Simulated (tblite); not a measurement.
# C5H6OS2Se: the cost of one run

Computed with tblite 0.8.0 (tight binding) and PySCF 2.14.0 (DFT, with response routines of our own); each step states its level. Atoms count from 0 throughout.

## (1) The starting structure

15 atoms, charge 0, multiplicity 1; geometry from: UFF geometry.

Bonds of the start (Å): C0–H10 1.12, C0–H11 1.11, C0–H9 1.11, C0–Se1 1.95, C2–C7 1.40, C2–S3 1.67, C4–O6 1.32, C4–S5 1.63, C7–C8 1.49, C8–H12 1.12, C8–H13 1.11, C8–H14 1.12, O6–C7 1.32, S3–C4 1.69, Se1–C2 1.94.

## (2) GFN2-xTB relaxation, conformer 1

Job settings and geometry (Å):

```
{"job": {"xc": "GFN2-xTB", "basis": "xTB", "kind": "relax"}, "charge": 0, "multiplicity": 1}
C     -2.455800    -0.690400     0.134100
Se    -1.524200     0.198300    -1.330000
C      0.192600    -0.288700    -0.567300
S      1.008600    -1.704600    -0.909700
C      2.278600    -1.289800     0.123900
S      3.594300    -2.212100     0.377900
O      2.085600    -0.110700     0.677600
C      0.950600     0.468100     0.328600
C      0.537900     1.794900     0.854400
H     -2.208300    -1.767300     0.157600
H     -3.560300    -0.580600    -0.022200
H     -2.189600    -0.224800     1.104300
H     -0.409200     1.698100     1.449400
H      1.331000     2.207400     1.509500
H      0.363700     2.510200     0.012700
```

On the command line:

```bash
OMP_NUM_THREADS=1 python ens_run.py task.json out
```

The driver reads the study from task.json and runs its stages one after another.

**Question.** How long does this first job take on 1 thread of Intel Xeon at 2.50GHz, shared host?

About 6.3 s.
